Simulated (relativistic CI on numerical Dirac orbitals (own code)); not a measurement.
**Ions with 58 electrons, Tb⁷⁺ to Lu¹³⁺: levels along an isoelectronic sequence**

Aim: follow the lowest levels of 58-electron ions as the nuclear charge grows, with one list of configurations.

Program: relativistic CI on numerical Dirac orbitals (own code) version 2. Level of theory: Dirac-Coulomb-Breit CI, KLI orbitals optimised for each configuration, model QED (radiative potential, 1s self-energy scaled to tabulated hydrogen-like ionisation energies). These are calculated values, not measurements, unless marked.

## (1) The system

```
electrons      : 58
ions           : Tb⁷⁺, Dy⁸⁺, Ho⁹⁺, Er¹⁰⁺, Tm¹¹⁺, Yb¹²⁺, Lu¹³⁺
configurations : [Kr] 4d10 4f10 5s2; [Kr] 4d10 4f12; [Xe] 4f4; [Kr] 4d10 4f11 5s; [Kr] 4d10 4f11 6s; [Kr] 4d9 4f12 5s; [Ar] 3d10 4s2 4p5 4d10 4f12 5s
```

## (2) Tb⁷⁺ (Z = 65)

The run's settings:

```ini
atom Tb  Z=65  charge=7  electrons=58
nucleus A=159  rms_radius_fm=5.0600
hamiltonian dirac-coulomb  breit=on  qed=on  c_scale=1
orbitals kli  potential=per-configuration
slater_scale 1
correlation none
mixing on
configurations
  [Kr] 4d10 4f10 5s2
  [Kr] 4d10 4f12
  [Xe] 4f4
  [Kr] 4d10 4f11 5s
  [Kr] 4d10 4f11 6s
  [Kr] 4d9 4f12 5s
  [Ar] 3d10 4s2 4p5 4d10 4f12 5s
end
```

## (3) Dy⁸⁺ (Z = 66)

Settings: those of step 2 with these lines changed.

```diff
@@ -1,3 +1,3 @@
-atom Tb  Z=65  charge=7  electrons=58
-nucleus A=159  rms_radius_fm=5.0600
+atom Dy  Z=66  charge=8  electrons=58
+nucleus A=164  rms_radius_fm=5.2218
 hamiltonian dirac-coulomb  breit=on  qed=on  c_scale=1
```

## (4) Ho⁹⁺ (Z = 67)

Settings: those of step 3 with these lines changed.

```diff
@@ -1,3 +1,3 @@
-atom Dy  Z=66  charge=8  electrons=58
-nucleus A=164  rms_radius_fm=5.2218
+atom Ho  Z=67  charge=9  electrons=58
+nucleus A=165  rms_radius_fm=5.2022
 hamiltonian dirac-coulomb  breit=on  qed=on  c_scale=1
```

## (5) Er¹⁰⁺ (Z = 68)

Settings: those of step 4 with these lines changed.

```diff
@@ -1,3 +1,3 @@
-atom Ho  Z=67  charge=9  electrons=58
-nucleus A=165  rms_radius_fm=5.2022
+atom Er  Z=68  charge=10  electrons=58
+nucleus A=166  rms_radius_fm=5.2516
 hamiltonian dirac-coulomb  breit=on  qed=on  c_scale=1
```

## (6) Tm¹¹⁺ (Z = 69)

Settings: those of step 5 with these lines changed.

```diff
@@ -1,3 +1,3 @@
-atom Er  Z=68  charge=10  electrons=58
-nucleus A=166  rms_radius_fm=5.2516
+atom Tm  Z=69  charge=11  electrons=58
+nucleus A=169  rms_radius_fm=5.2256
 hamiltonian dirac-coulomb  breit=on  qed=on  c_scale=1
```

## (7) Yb¹²⁺ (Z = 70)

Settings: those of step 6 with these lines changed.

```diff
@@ -1,3 +1,3 @@
-atom Tm  Z=69  charge=11  electrons=58
-nucleus A=169  rms_radius_fm=5.2256
+atom Yb  Z=70  charge=12  electrons=58
+nucleus A=174  rms_radius_fm=5.3108
 hamiltonian dirac-coulomb  breit=on  qed=on  c_scale=1
```

## (8) Lu¹³⁺ (Z = 71)

Settings: those of step 7 with these lines changed.

```diff
@@ -1,3 +1,3 @@
-atom Yb  Z=70  charge=12  electrons=58
-nucleus A=174  rms_radius_fm=5.3108
+atom Lu  Z=71  charge=13  electrons=58
+nucleus A=175  rms_radius_fm=5.3700
 hamiltonian dirac-coulomb  breit=on  qed=on  c_scale=1
```

(Steps that only read results are left out.)

Q: Predict the outcome of this session. Wanted: lowest level, first ion; lowest level, last ion; changes of the lowest level; mean jj purity of the low levels.

The runs gave:

| quantity | value |
| --- | --- |
| lowest level, first ion | 4f4 5s2 5p6 5I4 |
| lowest level, last ion | 4f10 5s2 5I8 |
| changes of the lowest level | at Ho⁹⁺ |
| mean jj purity of the low levels | 55 to 52 % |

What this shows: The lowest level changes from 4f4 5s2 5p6 5I4 to 4f10 5s2 5I8 at Ho⁹⁺. Only the listed configurations are in the model, so lower levels can be missing.
